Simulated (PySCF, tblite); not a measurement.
# C₃H₁₆Si₄: geometry, infrared bands and NMR shifts

Wanted: the infrared bands and NMR shifts of C₃H₁₆Si₄ (`[SiH3]C[C@@H]([SiH3])C[SiH2][SiH3]`), by calculation.

Programs: tblite 0.8.0 and PySCF 2.14.0, with density-fitted response routines of our own. Each step states its level of theory. These are calculated values for one molecule in the gas phase, unless marked as measured. Atoms count from 0, in the outputs and in this text.

### 1 Starting geometry

23 atoms, charge 0, multiplicity 1; geometry from: force field or distance geometry start.

Bonds of the start (Å): Si0–C1 1.86, C1–C2 1.50, C2–Si3 1.88, C2–C4 1.49, C4–Si5 1.84, Si5–Si6 2.25, Si0–H7 1.49, Si0–H8 1.47, Si0–H9 1.47, C1–H10 1.13, C1–H11 1.12, C2–H12 1.12, Si3–H13 1.45, Si3–H14 1.47, Si3–H15 1.48, C4–H16 1.13, C4–H17 1.11, Si5–H18 1.46, Si5–H19 1.48, Si6–H20 1.46, Si6–H21 1.47, Si6–H22 1.48.

### 2 Geometry optimisation with GFN2-xTB

What the job is given:

```
{"job": {"kind": "relax", "xc": "GFN2-xTB", "basis": "xTB"}, "charge": 0, "multiplicity": 1}
Si     2.463300    -1.016300     0.326000
C      1.277900     0.198300     1.085000
C      0.403600     0.880900     0.071600
Si     1.405700     1.849300    -1.196900
C     -0.387000    -0.127100    -0.693500
Si    -1.518200    -1.205300     0.280600
Si    -3.547800    -0.250800     0.439300
H      3.735200    -0.984800     1.100300
H      1.888500    -2.359600     0.466500
H      2.715900    -0.757500    -1.098000
H      0.584700    -0.360100     1.776500
H      1.837400     0.930800     1.729500
H     -0.233800     1.585200     0.670400
H      2.397900     2.685100    -0.543800
H      1.978300     0.887000    -2.146000
H      0.413900     2.636500    -1.957600
H     -1.044200     0.403300    -1.448300
H      0.324000    -0.784100    -1.241800
H     -1.019900    -1.598900     1.591300
H     -1.712300    -2.444900    -0.506200
H     -4.580000    -1.286600     0.473700
H     -3.738300     0.526200    -0.798400
H     -3.649200     0.620100     1.629800
```

On the command line:

```bash
> OMP_NUM_THREADS=1 python probes_run.py task.json out
```

The driver reads the jobs from task.json and runs them one after another.

**Question.** This job is followed by: GFN2-xTB harmonic vibrations, gas phase; GIAO PBE0/pcSseg-1 NMR shielding, non-relativistic, gas phase. What will the session give for the following? strongest single infrared mode (GFN2-xTB); zero-point energy (GFN2-xTB); 13C shifts against TMS (PBE0/pcSseg-1); 1H shifts against TMS (PBE0/pcSseg-1, means over atoms taken as alike); 29Si shifts against TMS (PBE0/pcSseg-1); surface potential, 1st and 99th percentile.

The runs gave:

| quantity | value |
| --- | --- |
| strongest single infrared mode (GFN2-xTB) | 2238 cm⁻¹, 488 km/mol |
| zero-point energy (GFN2-xTB) | 100.8 kcal/mol |
| 13C shifts against TMS (PBE0/pcSseg-1) | 19.8, 15.2, 14.2 ppm |
| 1H shifts against TMS (PBE0/pcSseg-1, means over atoms taken as alike) | 4.23, 3.97, 3.86, 3.85, 3.45, 1.47, 1.33, 1.20, 1.05, 1.02 ppm |
| 29Si shifts against TMS (PBE0/pcSseg-1) | -60.4, -77.3, -83.9, -122.8 ppm |
| surface potential, 1st and 99th percentile | -0.02 V and 0.97 V |

In words: Over 218 steps the energy fell by 0.640 eV; of the close pairs, C4–Si5 changed most, 1.841 to 1.910 Å. All 63 modes are real, so the xTB geometry is a minimum. Unscaled tight-binding wavenumbers are off by several per cent, some by more. Its intensities can rank the bands wrongly. At PBE0/pcSseg-1: Shielding is most anisotropic at Si3 (span 104 ppm, paramagnetic term -472 ppm).
